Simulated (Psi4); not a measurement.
**SiCl3 (SMILES Cl[Si](Cl)Cl): a chain of runs**

We compute a geometry optimisation (doublet SiCl3, UMP2/def2-SVPD), then the energy (singlet [SiCl3]+, MP2/def2-SVPD), then a structure relaxation (singlet [SiCl3]+, MP2/def2-SVPD), then the energy (singlet [SiCl3]−, MP2/def2-SVPD), then a structure relaxation (singlet [SiCl3]−, MP2/def2-SVPD) of Cl3Si. Input form: a Python script.

Program for the calculation: Psi4 1.11.

## 1. Starting point

The species is SiCl3 (4 atoms), meant as a doublet with charge 0. As SMILES, `Cl[Si](Cl)Cl`. Geometry: relaxed at PBE0-D4/def2-TZVP. The run starts from this shape.

Bond lengths: Cl1–Si2 2.043 Å, Si2–Cl3 2.043 Å, Si2–Cl4 2.043 Å. Angles: Cl1–Si2–Cl3 109.4°, Cl1–Si2–Cl4 109.4°, Cl3–Si2–Cl4 109.5°.

## 2. A structure relaxation at UMP2/def2-SVPD (density fitting, density fitting for correlation) (run 1)

The input, cl3si.xyz:

```xyz
4
Cl3Si
Cl    -1.524800    -0.591600     1.030100
Si     0.116100     0.389400     0.310600
Cl     1.694700    -0.903800     0.219000
Cl    -0.286000     1.105900    -1.559700
```

The input, run.py:

```python
import psi4

psi4.set_memory('1600 MB')
psi4.set_num_threads(1)
psi4.core.set_output_file('psi4.out', False)

with open('cl3si.xyz') as f:
    atoms = ''.join(f.readlines()[2:])
geom = psi4.geometry('0 2\n' + atoms + 'symmetry c1')

options = {'reference': 'uhf', 'num_frozen_docc': 20}
psi4.set_options(options)

e_tot, wfn = psi4.optimize("mp2/def2-SVPD", molecule=geom, return_wfn=True)
print('E =', round(e_tot, 9))
geom.save_xyz_file('final.xyz', False)
for k, v in sorted(psi4.core.scalar_variables().items()):
    print(f'{k:45s} {v:18.10f}')
```

Run with:

```
python run.py
```

psi4.out:

```text
[...]
  Running in c1 symmetry.
[...]
  Nuclear repulsion =  322.527487108846572
[...]
  Multiplicity = 2
[...]
  Nalpha       = 33
  Nbeta        = 32
[...]
    Number of basis functions: 105
[...]
   @DF-UHF iter   1: -1666.99445423553061   -8.19295e-02   2.39111e-03 DIIS/ADIIS
[...]
	Warning: cc_lambda option is changed to TRUE
	For this residual convergence, default PCG convergence is:     1.00e-07
[...]
	DF-SCS-MP2 Total Energy (a.u.)     : -1667.52911514115499
	DF-SOS-MP2 Total Energy (a.u.)     : -1667.51875724178967
[...]
	Warning: cc_lambda option is changed to TRUE
	For this residual convergence, default PCG convergence is:     1.00e-07
[...]
   @DF-UHF iter  11: -1667.04233788104830    2.27374e-12   4.77602e-11 DIIS
[...]
   @S^2 Observed:                7.550448224E-01
[...]
  @DF-UHF Final Energy: -1667.04233788104830
   => Energetics <=
    Nuclear Repulsion Energy =            318.5807904491527438
    One-Electron Energy =               -2940.0949700784435663
    Two-Electron Energy =                 954.4718417482428094
    Total Energy =                      -1667.0423378810482973
  UHF NO Occupations:
  HONO-2 :   31  A 1.9996857
  HONO-1 :   32  A 1.9982974
[...]
	DF-SCS-MP2 Total Energy (a.u.)     : -1667.53013512012581
	DF-SOS-MP2 Total Energy (a.u.)     : -1667.51989442610579
	DF-SCS(N)-MP2 Total Energy (a.u.)  : -1667.29037017300516
[...]
	DF-MP2 Total Energy (a.u.)         : -1667.55061650816606
[...]
    Final optimized geometry and variables:
    Molecular point group: c1
    Full point group: C1
    Geometry (in Angstrom), charge = 0, multiplicity = 2:
    CL          -1.536944530036    -0.578981072030     1.057573237375
    SI           0.125055542378     0.419610322762     0.334838245941
    CL           1.720262916342    -0.894718920832     0.236772752217
    CL          -0.283369416109     1.137989602823    -1.562234246975
[...]
```

On the terminal:

```text
Some dependencies such as QCElemental have not yet finished migration to pydantic v2. If issues are encountered please downgrade pydantic or upgrade QCElemental as appropriate
Optimizer: Optimization complete!
E = -1667.550616508
CURRENT CORRELATION ENERGY                         -0.5082786271
CURRENT ENERGY                                  -1667.5506165082
CURRENT REFERENCE ENERGY                        -1667.0423378810
DD SOLVATION ENERGY                                 0.0000000000
HF KINETIC ENERGY                                1666.3989534273
HF POTENTIAL ENERGY                             -3333.4412913083
HF TOTAL ENERGY                                 -1667.0423378810
HF VIRIAL RATIO                                     2.0003860927
MP2 CORRELATION ENERGY                             -0.5082786271
MP2 DOUBLES ENERGY                                 -0.5082786271
MP2 OPPOSITE-SPIN CORRELATION ENERGY               -0.3673511885
MP2 SAME-SPIN CORRELATION ENERGY                   -0.1409274386
MP2 SINGLES ENERGY                                  0.0000000000
MP2 TOTAL ENERGY                                -1667.5506165082
NUCLEAR REPULSION ENERGY                          318.5807904492
ONE-ELECTRON ENERGY                             -2940.0949700784
OPTIMIZATION ITERATIONS                             4.0000000000
PCM POLARIZATION ENERGY                             0.0000000000
PE ENERGY                                           0.0000000000
SCF ITERATION ENERGY                            -1667.0423378810
SCF ITERATIONS                                     11.0000000000
SCF TOTAL ENERGY                                -1667.0423378810
SCS(N)-MP2 CORRELATION ENERGY                      -0.2480322920
SCS(N)-MP2 TOTAL ENERGY                         -1667.2903701730
SCS-MP2 CORRELATION ENERGY                         -0.4877972391
SCS-MP2 TOTAL ENERGY                            -1667.5301351201
SOS-MP2 CORRELATION ENERGY                         -0.4775565451
SOS-MP2 TOTAL ENERGY                            -1667.5198944261
TWO-ELECTRON ENERGY                               954.4718417482
```

Run time: 38 s. Hardware: 1 thread of AMD EPYC 7R43 (Zen 3), shared host; peak memory 0.68 GiB.

Steps, from the record of the run:

```
step  energy from the first frame kept (eV)  largest force (eV/Å)
   0                                 0.0000                0.5531
   1                                -0.0194                0.1899
   2                                -0.0214                0.0204
   3                                -0.0214                0.0030
```

After the run. Bond lengths: Cl1–Si2 2.069 Å, Si2–Cl3 2.069 Å, Si2–Cl4 2.069 Å. Angles: Cl1–Si2–Cl3 109.2°, Cl1–Si2–Cl4 109.2°, Cl3–Si2–Cl4 109.2°.

## 3. The singlet cation: a single-point energy at MP2/def2-SVPD (density fitting, density fitting for correlation) (run 2)

The input, cl3si.xyz:

```xyz
4
Cl3Si
Cl    -1.543053    -0.599496     1.041230
Si     0.118947     0.399095     0.318495
Cl     1.714154    -0.915234     0.220430
Cl    -0.289478     1.117474    -1.578577
```

The input, job.py:

```python
import psi4

psi4.set_memory(1600000000)
psi4.set_num_threads(1)
psi4.set_output_file('cl3si.out', False)

with open('cl3si.xyz') as f:
    atoms = ''.join(f.readlines()[2:])
molecule = psi4.geometry('1 1\n' + atoms + 'symmetry c1')

psi4.set_options({
    'basis': 'def2-SVPD',
    'reference': 'rhf',
    'num_frozen_docc': 20,
})

e, wfn = psi4.energy("mp2", return_wfn=True)
print(f'mp2 energy: {e:.10f} Eh')
for k, v in sorted(psi4.core.scalar_variables().items()):
    print(f'{k:45s} {v:18.10f}')
```

Run with:

```
python job.py
```

cl3si.out:

```text
[...]
  Running in c1 symmetry.
[...]
  Nuclear repulsion =  318.580851613495440
[...]
  Multiplicity = 1
[...]
  Nalpha       = 32
  Nbeta        = 32
[...]
    Number of basis functions: 105
[...]
   @DF-RHF iter   1: -1666.57732087129693    2.41020e-01   3.64213e-03 DIIS/ADIIS
[...]
   @DF-RHF iter  11: -1666.69542296201212   -1.18234e-11   2.56988e-09 DIIS
[...]
  @DF-RHF Final Energy: -1666.69542296201212
   => Energetics <=
    Nuclear Repulsion Energy =            318.5808516134954402
    One-Electron Energy =               -2925.0702506606180577
    Two-Electron Energy =                 939.7939760851106712
    Total Energy =                      -1666.6954229620121168
[...]
 Multipole Moments:
 ------------------------------------------------------------------------------------
     Multipole            Electronic (a.u.)      Nuclear  (a.u.)        Total (a.u.)
 ------------------------------------------------------------------------------------
 L = 1.  Multiply by 2.5417464519 to convert [e a0] to [Debye]
 Dipole X            :          0.1596712            0.0943165            0.2539877
 Dipole Y            :          0.5357475            0.3164684            0.8522158
 Dipole Z            :          0.4275062            0.2525335            0.6800397
 Magnitude           :                                                    1.1194801
[...]
```

Standard output:

```text
mp2 energy: -1667.2112216911 Eh
CURRENT CORRELATION ENERGY                         -0.5157987290
CURRENT ENERGY                                  -1667.2112216911
CURRENT REFERENCE ENERGY                        -1666.6954229620
CUSTOM SCS-MP2 CORRELATION ENERGY                  -0.4972538167
CUSTOM SCS-MP2 TOTAL ENERGY                     -1667.1926767787
DD SOLVATION ENERGY                                 0.0000000000
HF KINETIC ENERGY                                1665.6132162531
HF POTENTIAL ENERGY                             -3332.3086392151
HF TOTAL ENERGY                                 -1666.6954229620
HF VIRIAL RATIO                                     2.0006497347
MP2 CORRELATION ENERGY                             -0.5157987290
MP2 DOUBLES ENERGY                                 -0.5157987290
MP2 OPPOSITE-SPIN CORRELATION ENERGY               -0.3753702773
MP2 SAME-SPIN CORRELATION ENERGY                   -0.1404284517
MP2 SINGLES ENERGY                                 -0.0000000000
MP2 TOTAL ENERGY                                -1667.2112216911
NUCLEAR REPULSION ENERGY                          318.5808516135
ONE-ELECTRON ENERGY                             -2925.0702506606
PCM POLARIZATION ENERGY                             0.0000000000
PE ENERGY                                           0.0000000000
SCF ITERATION ENERGY                            -1666.6954229620
SCF ITERATIONS                                     11.0000000000
SCF TOTAL ENERGY                                -1666.6954229620
SCS-MP2 CORRELATION ENERGY                         -0.4972538167
SCS-MP2 TOTAL ENERGY                            -1667.1926767787
TWO-ELECTRON ENERGY                               939.7939760851
```

Run time: 3.6 s. Hardware: 1 thread of AMD EPYC 7R43 (Zen 3), shared host; peak memory 0.23 GiB.

## 4. The singlet cation: a geometry optimisation at MP2/def2-SVPD (density fitting, density fitting for correlation) (run 3)

cl3si.xyz is that of step 3.

The input, run.py:

```python
import psi4

psi4.set_memory('1600 MB')
psi4.set_num_threads(1)
psi4.set_output_file('cl3si.out', False)

with open('cl3si.xyz') as f:
    atoms = ''.join(f.readlines()[2:])
geom = psi4.geometry('1 1\n' + atoms + 'symmetry c1')

psi4.set_options({
    'basis': 'def2-SVPD',
    'geom_maxiter': 50,
    'num_frozen_docc': 20,
})

e_tot, wfn = psi4.optimize("mp2", molecule=geom, return_wfn=True)
print(f'mp2 energy: {e_tot:.10f} Eh')
print(geom.to_string(dtype='xyz', units='Angstrom'))
```

Run with:

```
python run.py
```

cl3si.out:

```text
[...]
  Running in c1 symmetry.
[...]
  Nuclear repulsion =  318.580851613495440
[...]
  Multiplicity = 1
[...]
  Nalpha       = 32
  Nbeta        = 32
[...]
    Number of basis functions: 105
[...]
   @DF-RHF iter   1: -1666.57732087129693    2.41020e-01   3.64213e-03 DIIS/ADIIS
[...]
   @DF-RHF iter  10: -1666.75266929443478   -4.09273e-12   2.46803e-11 DIIS
[...]
  @DF-RHF Final Energy: -1666.75266929443478
   => Energetics <=
    Nuclear Repulsion Energy =            326.1140164595097417
    One-Electron Energy =               -2939.7542696769824033
    Two-Electron Energy =                 946.8875839230378233
    Total Energy =                      -1666.7526692944347815
[...]
 Multipole Moments:
 ------------------------------------------------------------------------------------
     Multipole            Electronic (a.u.)      Nuclear  (a.u.)        Total (a.u.)
 ------------------------------------------------------------------------------------
 L = 1.  Multiply by 2.5417464519 to convert [e a0] to [Debye]
 Dipole X            :          0.0000970            0.0000598            0.0001568
 Dipole Y            :          0.0003263            0.0002008            0.0005271
 Dipole Z            :          0.0002604            0.0001603            0.0004207
 Magnitude           :                                                    0.0006924
[...]
  -Total Gradient:
     Atom            X                  Y                   Z
    ------   -----------------  -----------------  -----------------
       1        0.000042303628     0.000003438551    -0.000043237573
       2        0.000009560739     0.000032086339     0.000025608246
       3       -0.000056249820     0.000012998296    -0.000018410670
       4        0.000004385457    -0.000048523175     0.000036039971
[...]
```

On the terminal:

```text
Optimizer: Optimization complete!
mp2 energy: -1667.2602220847 Eh
4
1 1 Cl3Si
Cl                   -1.521334152689    -0.472651295896     1.160326602684
Si                    0.000079288935     0.000266240096     0.000212516669
Cl                    1.774254174250    -0.792107726228     0.329851249706
Cl                   -0.252983456891     1.264546016005    -1.490347876934
```

It took 36 s on 1 thread of AMD EPYC 7R43 (Zen 3), shared host; peak memory 0.32 GiB.

The path in brief:

```
step  energy from the first frame kept (eV)  largest force (eV/Å)
   0                                 0.0000                4.3170
   1                                -0.7089                2.7741
   2                                -1.1782                1.0915
   3                                -1.3134                0.3910
   4                                -1.3331                0.0445
   5                                -1.3334                0.0031
```

After the run. Bond lengths: Cl1–Si2 1.971 Å, Si2–Cl3 1.971 Å, Si2–Cl4 1.971 Å. Angles: Cl1–Si2–Cl3 120.0°, Cl1–Si2–Cl4 120.0°, Cl3–Si2–Cl4 120.0°.

[end of part 1 of 2]
